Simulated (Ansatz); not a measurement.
# Zn3In4O: the cost of one run

Program: Ansatz 0.2.0. Level of theory: DFT PBE, scalar-relativistic, plane waves, PAW, unless a step names another level. These are calculated values, not measurements.

18 further runs of the same task are left out: 1 that didn't finish, 17 set aside as unsound or not needed.

### 1 The formula and the candidates

Pauling electronegativities: Zn 1.65, In 1.78, O 3.44 (spread 1.79). No set of common oxidation states balances it. Tabulated atomic sizes suggest about 18 Å³/atom. 30 candidates were drawn, by swapping species into database cells of other compounds, at random by space group and Wyckoff sites, or by hand, as the table says:

```tsv
name	made from	space group no.	Wyckoff sites	atoms (primitive cell)	V (Å³/atom)
c01	random	139	Zn 4d, 2a; In 8i; O 2b	8	22.6
c02	random	191	Zn 3f; In 2e, 2c; O 1b	8	21.7
c03	database cell of Li3SbS4	215	Zn 3d; In 4e; O 1a	8	25.8
c04	random	87	Zn 2b, 4c; In 8h; O 2a	8	23.1
c05	database cell of BaMg4Si3	123	Zn 1b, 2h; In 4i; O 1a	8	23.6
c06	built by hand: layered anti-CdI2 In2O slab in Zn-In close packing	164	Zn 1b, 2d; In 2d, 2d; O 1a	8	18.5
c07	random	221	Zn 3d; In 3c, 1b; O 1a	8	19.9
c08	random	221	Zn 3c; In 3d, 1b; O 1a	8	23.5
c09	database cell of Ca4Cd3Au	123	Zn 2g, 1b; In 2h, 2h; O 1a	8	22.5
c10	random	229	Zn 6b; In 8c; O 2a	8	23.3
c11	random	71	Zn 4f, 2b; In 8k; O 2c	8	19.4
c12	database cell of Pt4SeS3	115	Zn 1d, 2e; In 2g, 2g; O 1a	8	18.9
c13	database cell of Zn3CdSe4	215	Zn 3c; In 4e; O 1a	8	20.7
c14	database cell of AlCr3B4	47	Zn 1b, 2q; In 2r, 2t; O 1h	8	16.9
c15	random	123	Zn 2f, 1d; In 2e, 2g; O 1c	8	19.8
c16	random	221	Zn 3c; In 1a, 3d; O 1b	8	19.0
c17	random	216	Zn 4b, 4d, 4c; In 16e; O 4a	8	20.7
c18	random	123	Zn 2f, 1a; In 4o; O 1d	8	22.6
c19	random	71	Zn 4j, 2c; In 4g, 2b, 2d; O 2a	8	23.2
c20	database cell of Na3SbSe4	217	Zn 6b; In 8c; O 2a	8	19.9
c21	random	191	Zn 3f; In 2e, 2d; O 1a	8	23.0
c22	random	183	Zn 3c; In 3c, 1a; O 1a	8	22.8
c23	built by hand: anti-sulvanite (Cu3VS4)	215	Zn 3d; In 4e; O 1a	8	18.6
c24	built by hand: segregated wurtzite-like ZnO bilayer with Zn-In metal	156	Zn 1b, 1a, 1a; In 1c, 1b, 1a, 1c; O 1a	8	18.5
c25	database cell of CsZn4P3	123	Zn 2h, 1a; In 4i; O 1b	8	19.4
c26	random	216	Zn 4c, 4d, 4a; In 16e; O 4b	8	20.9
c27	random	139	Zn 4d, 2b; In 8h; O 2a	8	22.9
c28	random	221	Zn 3d; In 3c, 1a; O 1b	8	21.2
c29	database cell of Mg3ZnO4	65	Zn 2b, 4f; In 4i, 4h; O 2a	8	15.7
c30	random	160	Zn 9b; In 3a, 9b; O 3a	8	20.9
```

### 2 Screening run of c01

input.yaml

```yaml
crystal:
  lattice:
    - [-3.21628735, 3.21628735, 4.36938991]
    - [3.21628735, -3.21628735, 4.36938991]
    - [3.21628735, 3.21628735, -4.36938991]
  atoms:
    - { symbol: Zn, position: [0.75, 0.25, 0.5] }
    - { symbol: Zn, position: [0.25, 0.75, 0.5] }
    - { symbol: Zn, position: [0.0, 0.0, 0.0] }
    - { symbol: In, position: [0.0, 0.30434348, 0.30434348] }
    - { symbol: In, position: [0.0, 0.69565652, 0.69565652] }
    - { symbol: In, position: [0.30434348, 0.0, 0.30434348] }
    - { symbol: In, position: [0.69565652, 0.0, 0.69565652] }
    - { symbol: O, position: [0.5, 0.5, 0.0] }
basis:
  ecutwfc: 420
kpoints:
  mp_grid: { grid: [4, 4, 4] }
hamiltonian:
  xc: pbe
scf:
  occupations: { method: gaussian, width: 0.2 }
  lower_state_search: "off"
output:
  forces: true
  stress: true
  eigenvalues: true
relax:
  adjacent_minimum: "off"
  f_tol: 0.08
  max_steps: 16
  cell: { stress_tol: 0.8 }
```

Launch:

```
$ ansatz run input.yaml --threads 1 --pin off --max-ram 2560MiB --backend cpu --events-out ev --progress --plain --runs-dir out
```

Q: Estimate wall time and peak memory on 1 thread of Intel Xeon 6975P-C (Granite Rapids), shared host.

About 79 s, with a peak of 0.68 GiB.
